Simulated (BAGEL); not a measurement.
**HF/6-31G(d) (density fitting with qzvpp-jkfit, spherical functions) run of GaNH4O2 (SMILES [NH2][Ga]([OH])[OH])**

What is the vertical singlet–triplet gap of GaNH4O2 at HF/6-31G* (density fitting with qzvpp-jkfit, spherical functions)? 

The calculation is run with BAGEL 1.2.2.

4 further runs of the same task are left out: 1 that didn't finish, 3 set aside as unsound or not needed.

## Step 1: The molecule

GaNH4O2 has 8 atoms, charge 0, and is taken as a singlet. As SMILES, `[NH2][Ga]([OH])[OH]`. The coordinates come from a PBE0-D4/def2-TZVP relaxation. This is one conformer, not always the lowest.

Bond lengths: N1–Ga2 1.809 Å, Ga2–O3 1.777 Å, Ga2–O4 1.785 Å, N1–H5 1.007 Å, N1–H6 1.006 Å, O3–H7 0.960 Å, O4–H8 0.959 Å. Angles: N1–Ga2–O3 119.2°, N1–Ga2–O4 124.8°, O3–Ga2–O4 115.9°, Ga2–N1–H5 119.5°, Ga2–N1–H6 121.6°, Ga2–O3–H7 112.6°, Ga2–O4–H8 114.8°, H5–N1–H6 111.4°.

## Step 2: The energy at HF/6-31G(d) (density fitting with qzvpp-jkfit, spherical functions)

Input file hf.json:

```json
{ "bagel": [

{
  "title": "molecule",
  "basis": "6-31gs.json",
  "df_basis": "qzvpp-jkfit",
  "angstrom": true,
  "geometry": [
    { "atom": "N", "xyz": [      -1.492100,       0.219900,       0.286200 ] },
    { "atom": "Ga", "xyz": [       0.280500,       0.070800,      -0.042300 ] },
    { "atom": "O", "xyz": [       1.348200,       1.445900,       0.316200 ] },
    { "atom": "O", "xyz": [       1.059800,      -1.345600,      -0.798200 ] },
    { "atom": "H", "xyz": [      -1.827200,       0.968900,       0.869400 ] },
    { "atom": "H", "xyz": [      -2.086100,      -0.589000,       0.350800 ] },
    { "atom": "H", "xyz": [       2.255200,       1.288100,       0.045800 ] },
    { "atom": "H", "xyz": [       0.461800,      -2.058900,      -1.027800 ] }
  ]
},

{ "title": "hf" },

{ "title": "print", "file": "orbitals.molden", "orbitals": true }

]}
```

The basis set 6-31G* is read from a file made from the Basis Set Exchange's data (not shown).

Command:

```bash
$ BAGEL_NUM_THREADS=1 BAGEL hf.json > hf.out
```

Output:

```text
* using 1 threads per process

  ===============================================================
  ===============================================================

  *** Geometry ***

  { "atom" : "N", "xyz" : [     -2.819660,      0.415551,      0.540840 ] },
  { "atom" : "Ga", "xyz" : [      0.530068,      0.133793,     -0.079935 ] },
  { "atom" : "O", "xyz" : [      2.547729,      2.732355,      0.597531 ] },
  { "atom" : "O", "xyz" : [      2.002732,     -2.542815,     -1.508379 ] },
  { "atom" : "H", "xyz" : [     -3.452908,      1.830956,      1.642928 ] },
  { "atom" : "H", "xyz" : [     -3.942158,     -1.113049,      0.662916 ] },
  { "atom" : "H", "xyz" : [      4.261710,      2.434156,      0.086549 ] },
  { "atom" : "H", "xyz" : [      0.872676,     -3.890757,     -1.942261 ] },

  Number of auxiliary basis functions:      569

  Since a DF basis is specified, we compute 2- and 3-index integrals:
    o Being stored without compression. Storage requirement is 0.031 GB

  Number of basis functions:       82
  Number of electrons      :       58

    * METHOD: MOLECULE                             0.29

  *** RHF ***

  === Nuclear Repulsion ===
   294.6207969230

      * DIIS with orbital gradients will be used.

  === RHF iteration (6-31gs.json) ===
      0      -2129.12625913          0.02877230           0.08
      1      -2129.35792950          0.01908897           0.08
      2      -2129.52217058          0.00151975           0.08
      3      -2129.52321995          0.00068694           0.08
      4      -2129.52343109          0.00009013           0.08
      5      -2129.52343901          0.00002369           0.08
      6      -2129.52343996          0.00000673           0.08
      7      -2129.52344003          0.00000265           0.08
      8      -2129.52344003          0.00000072           0.08
      9      -2129.52344004          0.00000023           0.08
     10      -2129.52344004          0.00000010           0.08
     11      -2129.52344004          0.00000003           0.08
     12      -2129.52344004          0.00000002           0.08
     13      -2129.52344004          0.00000001           0.08
    * SCF iteration converged.

    * Permanent dipole moment:
           (    0.690313,     0.684148,    -0.165300) a.u.

    * METHOD: HF                                   1.33

    * METHOD: PRINT                                0.01

  ===============================================================
```

It took 1.9 s on 1 thread of Arm Neoverse V2, shared host; peak memory 0.14 GiB.

## Step 3: The triplet

Input file input.json:

```json
{ "bagel" : [

{
  "title" : "molecule",
  "basis" : "6-31gs.json",
  "df_basis" : "qzvpp-jkfit",
  "angstrom" : "true",
  "geometry" : [
    { "atom" : "N", "xyz" : [   -1.492100,    0.219900,    0.286200 ] },
    { "atom" : "Ga", "xyz" : [    0.280500,    0.070800,   -0.042300 ] },
    { "atom" : "O", "xyz" : [    1.348200,    1.445900,    0.316200 ] },
    { "atom" : "O", "xyz" : [    1.059800,   -1.345600,   -0.798200 ] },
    { "atom" : "H", "xyz" : [   -1.827200,    0.968900,    0.869400 ] },
    { "atom" : "H", "xyz" : [   -2.086100,   -0.589000,    0.350800 ] },
    { "atom" : "H", "xyz" : [    2.255200,    1.288100,    0.045800 ] },
    { "atom" : "H", "xyz" : [    0.461800,   -2.058900,   -1.027800 ] }
  ]
},
{
  "title" : "uhf",
  "nopen" : 2
},
{
  "title" : "print",
  "file" : "orbitals.molden",
  "orbitals" : "true"
}

]}
```

The basis set 6-31G* is read from a file made from the Basis Set Exchange's data (not shown).

Command:

```bash
$ BAGEL_NUM_THREADS=1 BAGEL input.json > input.out
```

Output:

```text
* using 1 threads per process

  ===============================================================
  ===============================================================

  *** Geometry ***

  { "atom" : "N", "xyz" : [     -2.819660,      0.415551,      0.540840 ] },
  { "atom" : "Ga", "xyz" : [      0.530068,      0.133793,     -0.079935 ] },
  { "atom" : "O", "xyz" : [      2.547729,      2.732355,      0.597531 ] },
  { "atom" : "O", "xyz" : [      2.002732,     -2.542815,     -1.508379 ] },
  { "atom" : "H", "xyz" : [     -3.452908,      1.830956,      1.642928 ] },
  { "atom" : "H", "xyz" : [     -3.942158,     -1.113049,      0.662916 ] },
  { "atom" : "H", "xyz" : [      4.261710,      2.434156,      0.086549 ] },
  { "atom" : "H", "xyz" : [      0.872676,     -3.890757,     -1.942261 ] },

  Number of auxiliary basis functions:      569

  Since a DF basis is specified, we compute 2- and 3-index integrals:
    o Being stored without compression. Storage requirement is 0.031 GB

  Number of basis functions:       82
  Number of electrons      :       58

    * METHOD: MOLECULE                             0.29

  *** Open-shell HF ***

  === Nuclear Repulsion ===
   294.6207969230

      * DIIS with orbital gradients will be used.

  === UHF iteration (6-31gs.json) ===
      0      -2128.93896509          0.05301153           0.16
      1      -2129.12590659          0.04198632           0.16
      2      -2129.22790295          0.03077177           0.16
      3      -2129.34113359          0.00140274           0.16
      4      -2129.34296447          0.00088730           0.16
      5      -2129.34363332          0.00042032           0.16
      6      -2129.34409786          0.00026984           0.16
      7      -2129.34436326          0.00017241           0.16
      8      -2129.34446010          0.00012703           0.16
      9      -2129.34452434          0.00010049           0.16
     10      -2129.34457502          0.00007154           0.16
     11      -2129.34460346          0.00004247           0.16
     12      -2129.34461008          0.00002380           0.16
     13      -2129.34461219          0.00001341           0.16
     14      -2129.34461258          0.00000822           0.16
     15      -2129.34461274          0.00000446           0.16
     16      -2129.34461277          0.00000267           0.16
     17      -2129.34461279          0.00000128           0.16
     18      -2129.34461280          0.00000066           0.16
     19      -2129.34461280          0.00000042           0.16
     20      -2129.34461280          0.00000026           0.16
     21      -2129.34461280          0.00000017           0.16
     22      -2129.34461280          0.00000008           0.16
     23      -2129.34461280          0.00000004           0.16
     24      -2129.34461280          0.00000003           0.16
     25      -2129.34461280          0.00000001           0.16
     26      -2129.34461280          0.00000001           0.16
    * SCF iteration converged.

    * S^2 (UHF) is 2.0112

    * Permanent dipole moment:
           (    1.952044,    -0.150712,     0.255051) a.u.

    * METHOD: UHF                                  4.45

    * METHOD: PRINT                                0.01

  ===============================================================
```

Run time: 5.1 s. Hardware: 1 thread of Arm Neoverse V2, shared host; peak memory 0.14 GiB.

## Step 4: Results

At HF/6-31G* (density fitting with qzvpp-jkfit, spherical functions):

```
                                        quantity           value
                           singlet: total energy  -2129.52344 Eh
                          singlet: dipole moment          2.51 D
                            singlet: HOMO energy       -11.05 eV
                            singlet: LUMO energy         2.44 eV
                          singlet: HOMO–LUMO gap        13.49 eV
                           triplet: total energy  -2129.34461 Eh
                          triplet: dipole moment          5.02 D
                                   triplet: ⟨S²⟩           2.011
vertical energy of the triplet above the singlet        4.866 eV
```

At this shape the triplet lies 4.87 eV (470 kJ/mol) above the singlet.
